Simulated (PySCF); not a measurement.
# A diatomic session: CaI+

One job finds the state of CaI+, follows it along the bond with each method and fits the curves.

Method: Ca x2c-SVPall, I x2c-SVPall, spin-free X2C with a Gaussian nucleus; program: PySCF 2.14.0.

### Step 1. The job

The job is set up so:

```json
{"atoms": "Ca, I", "charge": "1", "basis": "Ca x2c-SVPall, I x2c-SVPall", "Hamiltonian": "spin-free X2C with a Gaussian nucleus", "basis functions": "60", "electrons treated": "72", "masses in u": "39.9626, 126.9045", "levels": "PBE0, PBE, r²SCAN, B2PLYP, B97-3, M06-2X, ωB97X, HF, MP2, SCS-MP2, CCSD, CCSD(T)", "grid": "80 radial by 434 angular points", "occupations": "held fixed by the projection of orbital angular momentum", "dissociation limit": "Ca+ + I, each in its ground configuration", "starting distance in angstrom": "3.000", "values of 2S to try": "0, 2"}
```

Run with:

```console
$ OMP_NUM_THREADS=1 python dia.py task.json out
```

After this run come: The PBE0 curve of the state that the search chose; Other states along the same grid; PBE (GGA); r²SCAN (meta-GGA); B2PLYP; B97-3 (global hybrid GGA); M06-2X; ωB97X (range-separated hybrid); RHF (mean field); MP2 and coupled cluster.

Q: Predict the outcome of this session. Wanted: for each run, Re; ωe; De; μ.

As calculated:

Lowest PBE0 solution found, without spin–orbit coupling: ¹Σ⁺ (singlet), closed shell. State 2 has its PBE0 minimum 2.80 eV higher. The other levels ran on the lowest alone.

```tsv
level	Re (Å)	ωe (cm⁻¹)	De (eV)	μ (D)
RHF	2.759	285.8	2.09	-16.20
RHF-MP2	2.747	284.6	2.80	n/a
RHF-SCS-MP2	2.752	283.2	2.73	n/a
RHF-CCSD	2.754	282.0	2.68	n/a
RHF-CCSD(T)	2.754	280.8	2.74	n/a
PBE	2.686	295.1	3.55	-13.33
r²SCAN	2.691	300	3.54	-14.19
PBE0	2.684	299.7	3.36	-14.11
B97-3	2.694	297.8	3.35	-14.31
M06-2X	2.702	297.7	3.13	-14.94
ωB97X	2.691	302	3.48	-14.75
B2PLYP	2.714	291.9	3.05	-14.86
```

De is counted to Ca+ + I in their ground configurations. A positive dipole points from Ca to I; in an ion it is taken about the centre of mass and does not tell which atom is negative.

Differences from CCSD(T) in the same basis:

```tsv
level	Re (mÅ)	ωe (%)
RHF	+5	+1.8
RHF-MP2	-7	+1.3
RHF-SCS-MP2	-2	+0.8
RHF-CCSD	-1	+0.4
PBE	-69	+5.1
r²SCAN	-63	+6.9
PBE0	-70	+6.7
B97-3	-60	+6.1
M06-2X	-52	+6.0
ωB97X	-63	+7.4
B2PLYP	-40	+4.0
```

What this shows: Judged by CCSD(T) in the same basis: best bond length RHF-CCSD (-1 mÅ), worst PBE0 (-70 mÅ); best wavenumber RHF-CCSD (+0.4 %), worst ωB97X (+7.4 %). CCSD(T) in a basis this small is itself some way from its limit, more so than the functionals. Among the levels with a De in the table, it runs from 2.09 eV (RHF) to 3.55 eV (PBE).

Correlated steps freeze 23 core orbitals. These are scalar-relativistic numbers at best; spin–orbit coupling would shift them, the dissociation energy most. B2PLYP dipoles, levels and charges come from its SCF part alone.
